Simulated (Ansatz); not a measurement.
Write a Python script for the Python package of Ansatz (0.2.0) that makes a single point from a YAML input of ZnCu3, space group P-6m2. Settings: LDA, PAW, cutoff 300 eV, 10×10×3 k-points, Gaussian smearing of 0.05 eV.

`scf.yaml`
```yaml
crystal:
  lattice:
    - [2.56146, 0.0, 0.0]
    - [-1.28073, 2.218289, 0.0]
    - [0.0, 0.0, 8.397587]
  atoms:
    - { symbol: Zn, position: [0.666667, 0.333333, 0.0] }
    - { symbol: Cu, position: [0.666667, 0.333333, 0.5] }
    - { symbol: Cu, position: [0.333333, 0.666667, 0.254073] }
    - { symbol: Cu, position: [0.333333, 0.666667, 0.745927] }
kpoints:
  mp_grid: { grid: [10, 10, 3] }
hamiltonian:
  xc: lda
scf:
  occupations: { method: gaussian, width: 0.05 }
  n_extra_bands: 32
basis:
  ecutwfc: "300 eV"
output:
  stress: true
  eigenvalues: true
```

`zncu3_yaml_run.py`
```python
"""ZnCu3 from YAML text."""

import ansatz as az
import numpy as np

outcome = az.Session.from_deck("scf.yaml").plan().execute()
report = outcome.report

energy = report["free_energy_ev"]
print("ZnCu3: {:.6f} eV = {:.6f} Ry = {:.6f} Ha".format(energy, energy / 13.605693, energy / 27.211386))
print("Fermi level {:.4f} eV, {} k-points, {} symmetry operations".format(report["fermi_energy_ev"], report["n_kpoints"], report["n_symmetry_ops"]))

edges = report.get("band_edges_ev")
if edges:
    print(f"band edges on the mesh: {edges[0]:.3f} and {edges[1]:.3f} eV, gap {edges[1] - edges[0]:.3f} eV")
else:
    print("no band edges reported (a metal, or a gap too narrow for this smearing); Fermi level", round(report["fermi_energy_ev"], 3), "eV")

# pressure is a third of the trace
stress = np.array(report["stress_gpa"])
print(f"pressure {np.trace(stress) / 3:.3f} GPa")
print(np.round(stress, 3) + 0.0)
```

```console
$ python zncu3_yaml_run.py
DeckWarning: the atoms were moved onto the symmetric positions of the space group found under crystal.symmetry.tolerance 1.0e-5 (fractional; no operation is sought that the atoms, as they stand in a round, miss by more than twice it, and no atom is moved by as much as it), and the run uses the moved positions. Before [...]
DeckWarning: basis.ecutwfc = 300 eV is below the records' recommended 420 eV, and the density's cutoff is lower with it unless basis.ecutrho_ratio is high enough to keep the records' density cutoff: compare with a run at a higher cutoff
ZnCu3: -22912.385462 eV = -1684.029286 Ry = -842.014643 Ha
Fermi level 15.6141 eV, 28 k-points, 12 symmetry operations
no band edges reported (a metal, or a gap too narrow for this smearing); Fermi level 15.614 eV
pressure -4.282 GPa
[[-3.708  0.     0.   ]
 [ 0.    -3.708  0.   ]
 [ 0.     0.    -5.43 ]]
```
(Warnings from the package without file and line, shortened, repeats left out.)

Caveats:
- These settings explore the input space; cutoff and mesh may be short of convergence.
- The cutoff lies under the one recommended for these potentials.
- Under the recommended cutoff a pressure can be off by several GPa, even in sign.
- For a metal this k-point mesh is coarse: on a finer one energies can move by several to tens of meV an atom and pressures by half a GPa or more, differences at one mesh by less.
- The zero of the levels is a convention of the potentials, so an absolute Fermi energy is no work function.
- Pressure is positive in compression.
- This cell is a computed structure, which may not be the phase found in nature.
- Gaps and levels are Kohn-Sham values on a finite set of k-points.
- Hardware and time: 5.9 s on 1 thread of Intel(R) Xeon(R) Platinum 8259CL CPU @ 2.50GHz (Skylake/Cascade Lake) (shared host), peak memory 0.39 GiB.

(Lines on the test bed's own set-up are left out of the output.)
